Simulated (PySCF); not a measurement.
# [TbF3(H2O)]+: other functionals and bases at one geometry

The task here is to estimate one member of a computed series from the others.

The runs use PySCF 2.14.0; several levels, as the steps say, no spin–orbit coupling.

1 further run of the same task is left out (for a known fault of the program).

## The starting structure

7 atoms, charge 1, spin multiplicity 1.

Bond lengths: Tb1–F2 1.918 Å, Tb1–F3 1.915 Å, Tb1–F4 1.918 Å, Tb1–O5 2.276 Å, O5–H6 0.975 Å, O5–H7 0.975 Å. Angles: F2–Tb1–F3 110.9°, F2–Tb1–F4 113.6°, F2–Tb1–O5 106.7°, F3–Tb1–F4 110.9°, F3–Tb1–O5 107.6°, F4–Tb1–O5 106.7°, Tb1–O5–H6 126.8°, Tb1–O5–H7 126.8°, H6–O5–H7 106.4°.

Coordinates:

```
Tb    0.03161   -0.02310    0.02310
F     1.07895    1.15771    1.11211
F    -1.12600   -1.10212    1.10212
F     1.07895   -1.11211   -1.15771
O    -1.28194    1.29101   -1.29101
H    -1.62303    2.17856   -1.07453
H    -1.62303    1.07453   -2.17856
```

Formal oxidation states: Tb +4. Each metal's 7 4f electrons lie in its core potential, so multiplicities, spins and levels count the valence alone. An earlier session relaxed this geometry at PBE0, Tb lcecp-2-SVP with ECP53, F def2-SVP, O def2-SVP, H def2-SVP (singlet, point group Cs).

At PBE0 on the finer grid: E = -418.650569 Eh, frontier levels not given, since the 4f levels lie in the core, Mulliken charge on Tb1 +1.73 e, largest force component 0.005 eV/Å. 

Levels to run: CAM-B3LYP; BLYP; PBE0, TZVP. Hardware: 2 threads of AMD EPYC 7R43 (Zen 3), shared host.

The first run:

The input, run.py (the lines that set the calculation):

```python
mol = gto.M(atom='''
Tb     0.03161    -0.02310     0.02310
F      1.07895     1.15771     1.11211
F     -1.12600    -1.10212     1.10212
F      1.07895    -1.11211    -1.15771
O     -1.28194     1.29101    -1.29101
H     -1.62303     2.17856    -1.07453
H     -1.62303     1.07453    -2.17856''',
    basis={'Tb': 'lcecp-2-SVP', 'F': 'def2-SVP', 'O': 'def2-SVP', 'H': 'def2-SVP'},
    ecp={'Tb': 'lcecp-2-SVP'},
    charge=1, spin=0)
mf = dft.RKS(mol, xc='CAMB3LYP')
mf.grids.atom_grid = (75, 302)  # f atoms: unpruned, at least (60, 302)
mf = mf.density_fit()  # fitting sets: Tb AutoAux, F def2-universal-JKFIT, O def2-universal-JKFIT, H def2-universal-JKFIT
mf.conv_tol = 1e-08; mf.max_cycle = 55
mf.kernel(dm0)  # dm0: the density of the relaxed state
```

Started as:

```
> OMP_NUM_THREADS=2 python run.py
```

Among the steps run: CAM-B3LYP; BLYP; PBE0, TZVP.

One of the session's tables, all rows but one given; the rest of the session is left out.

```
              level  charge on Tb1 (e)  dipole (D)  largest force component (eV/Å)
PBE0 (relaxed here)               1.73        8.01                            0.00
          CAM-B3LYP               1.71        8.08                            0.12
               BLYP                  ?           ?                               ?
         PBE0, TZVP               1.97        8.05                            0.26
```

**Question.** Estimate the row for BLYP.

The run gave: charge on Tb1 (e): 1.47; dipole (D): 7.74; largest force component (eV/Å): 0.51. In the column «charge on Tb1 (e)» it is the lowest.

The dipole of a charged species depends on the origin, so these sizes hold for this origin alone.

The largest leftover force, 0.51 eV/Å with BLYP, stands at a geometry relaxed at another level. With 4f in the core, its levels are missing from HOMO and gap, and its count is fixed, so no charge can pass from the ligands into it. Total energies of different levels can't be compared.
